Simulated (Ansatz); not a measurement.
# The cluster GeH4O4: trial inputs and their diagnosis

2 inputs were typed for the cluster GeH4O4. Each is run as it stands; the log then has to tell whether the result can be used.

The runs use Ansatz 0.2.0, Gaussian basis; the settings change from run to run.

**1. The geometry**

The structure was relaxed beforehand with PBE-D4/def2-SVP.

9 atoms, charge 0, spin multiplicity 1.

Atoms are counted from 1 here; the program's logs count them from 0.

Bond lengths: Ge1–O2 1.841 Å, Ge1–O3 1.775 Å, Ge1–O4 1.785 Å, Ge1–H9 1.542 Å, O2–O5 1.478 Å, O3–H7 0.977 Å, O4–H6 0.978 Å, O5–H8 0.980 Å. Angles: O2–Ge1–O3 107.4°, O2–Ge1–O4 106.1°, O2–Ge1–H9 110.9°, O3–Ge1–O4 109.2°, O3–Ge1–H9 107.6°, O4–Ge1–H9 115.3°, Ge1–O2–O5 100.3°, Ge1–O3–H7 110.1°, Ge1–O4–H6 107.5°, O2–O5–H8 99.8°.

**2. Try 1**

File in.yaml:

```yaml
crystal:
  periodic: [false, false, false]
  atoms:
    - {symbol: Ge, position_ang: [0.563009, 0.279097, 0.179243]}
    - {symbol: O, position_ang: [-0.227419, -0.867052, -1.024724]}
    - {symbol: O, position_ang: [1.981588, -0.550650, 0.851172]}
    - {symbol: O, position_ang: [-0.635431, 0.536833, 1.476187]}
    - {symbol: O, position_ang: [-1.500745, -0.156364, -1.268274]}
    - {symbol: H, position_ang: [1.699226, -1.257745, 1.762602]}
    - {symbol: H, position_ang: [1.699226, -1.257745, 1.462602]}
    - {symbol: H, position_ang: [-1.416083, 0.013516, -2.229848]}
    - {symbol: H, position_ang: [1.059970, 1.558393, -0.524266]}
basis:
  gaussian: {orbitals: def2-SVPD}
total_charge: 1
magnetization: {spin_polarized: true, initial_magnetization: 1}
hamiltonian: {xc: {name: revPBE0}, dispersion: d4}
scf: {lower_state_search: full}
output: {forces: true}
```

On the command line:

```
> ansatz run in.yaml --threads 4 --pin off --events-out ev --progress --plain --max-ram 3916MiB
```

The program printed (excerpt; [...] marks lines left out):

```text
Functional definition: revPBE0
  name "revPBE0"
  cite "Zhang & Yang, Phys. Rev. Lett. 80, 890 (1998) doi:10.1103/PhysRevLett.80.890"
  cite "Adamo & Barone, J. Chem. Phys. 110, 6158 (1999) doi:10.1063/1.478522"
  cite "Perdew, Burke & Ernzerhof, Phys. Rev. Lett. 77, 3865 (1996) doi:10.1103/PhysRevLett.77.3865"
[...]
1440 factors; their error is unknown
[...]
mean field -64716.50341380 eV, -2378.2876340355 hartree, gradient 4.0e-6 eV, S^2 0.756151; 12 other end points of the search recorded, 0 dependent functions left out
[...]
reference -64716.50346525 eV, -2378.2876359263 hartree; 34, 33 occupied and 128, 129 virtual orbitals, 1440 factors
Total energy: -64716.84246168 eV, -2378.3000938153 hartree
Atom 0 at     0.563009     0.279097     0.179243 Å, force    -4.797448     1.991041    -2.979211 eV/Å
Atom 1 at    -0.227419    -0.867052    -1.024724 Å, force    -0.051902     0.766451     0.893673 eV/Å
Atom 2 at     1.981588    -0.550650     0.851172 Å, force     3.553416     0.342505     0.351396 eV/Å
Atom 3 at    -0.635431     0.536833     1.476187 Å, force     0.530608    -0.266829     0.116236 eV/Å
Atom 4 at    -1.500745    -0.156364    -1.268274 Å, force     1.121613    -0.259766    -0.235664 eV/Å
Atom 5 at     1.699226    -1.257745     1.762602 Å, force     0.600265     1.923292   123.600328 eV/Å
Atom 6 at     1.699226    -1.257745     1.462602 Å, force    -1.273199    -4.120513  -122.528402 eV/Å
Atom 7 at    -1.416083     0.013516    -2.229848 Å, force    -0.120078    -0.133973     0.376521 eV/Å
Atom 8 at     1.059970     1.558393    -0.524266 Å, force     0.436725    -0.242210     0.405123 eV/Å
Dipole moment:     1.008029    -0.148855     0.283378 e Å
```

Run time: 31 s. Hardware: 4 threads of Arm Neoverse V2, shared host; peak memory 0.9 GiB.

Diagnosis: The run converged, but a converged run isn't a right one. One atom was put on top of another. The shortest distance is 0.30 Å (H6–H7), against 0.98 Å in the relaxed molecule. It also asks for charge 1 and multiplicity 2, another species or state than the molecule above. Its energy is no property of the relaxed molecule. To mend it, restore the atom's position, and set charge and spin to those of the species named.

**3. Try 2**

File in.yaml:

```yaml
crystal:
  periodic: [false, false, false]
  atoms:
    - {symbol: Ge, position_ang: [0.563009, 0.279097, 0.179243]}
    - {symbol: O, position_ang: [-0.227419, -0.867052, -1.024724]}
    - {symbol: O, position_ang: [1.981588, -0.550650, 0.851172]}
    - {symbol: O, position_ang: [-0.635431, 0.536833, 1.476187]}
    - {symbol: O, position_ang: [-1.500745, -0.156364, -1.268274]}
    - {symbol: H, position_ang: [-1.524115, 0.443962, 1.077909]}
    - {symbol: H, position_ang: [1.699226, -1.257745, 1.462602]}
    - {symbol: H, position_ang: [-1.416083, 0.013516, -2.229848]}
    - {symbol: H, position_ang: [1.059970, 1.558393, -0.524266]}
basis:
  gaussian: {orbitals: cc-pVDZ}
magnetization: {spin_polarized: true, initial_magnetization: 8}
hamiltonian: {xc: {name: r2SCANh}, dispersion: d3bj}
scf: {omitted_lower_state_checks: [starts]}
```

The command is unchanged.

The program printed (excerpt; [...] marks lines left out):

```text
Warning: the engine holds no damping parameters fitted to this dispersion correction and functional, so the run takes those fitted to r2scanh beside the three-body term, which d3bj leaves out (hamiltonian.dispersion, under Limitations)
Functional definition: r2SCANh
  name "r2SCANh"
  cite "Bursch, Neugebauer, Ehlert & Grimme, J. Chem. Phys. 156, 134105 (2022) doi:10.1063/5.0086040"
  cite "Furness, Kaplan, Ning, Perdew & Sun, J. Phys. Chem. Lett. 11, 8208 (2020) doi:10.1021/acs.jpclett.0c02405"
  cite "Furness, Kaplan, Ning, Perdew & Sun, J. Phys. Chem. Lett. 11, 9248 (2020) doi:10.1021/acs.jpclett.0c03077"
  parent r2scan
[...]
1017 factors; integrals over basis functions are off by at most 1.2e-3 eV
[...]
mean field -64740.21861455 eV, -2379.1591515885 hartree, gradient 6.1e-5 eV, S^2 20.019833; 0 other end points of the search recorded, 0 dependent functions left out
reference -64740.21862698 eV, -2379.1591520453 hartree; 38, 30 occupied and 65, 73 virtual orbitals, 1017 factors
Total energy: -64740.26166572 eV, -2379.1607336899 hartree
Checks for a lower state left out: starts
```

Wall time 5.5 s (4 threads of Arm Neoverse V2, shared host).

Diagnosis: It ended without an error, which proves nothing about the input. The spin is set far too high for this molecule. It asks for 8 unpaired electrons; the ground state has 0. Its energy belongs to an excited spin state, not the ground state. To mend it, set initial_magnetization back to that of the ground state.

**4. Summary**

```tsv
try	level	ended	cause	time
1	revPBE0/def2-SVPD	converged	one atom was put on top of another	31 s
2	r2SCANh/cc-pVDZ	converged	the spin is set far too high for this molecule	5.5 s
```

2 converged. The dangerous case is the input that converges on a wrong geometry, charge, spin, basis or grid: often only a look at the input shows it.
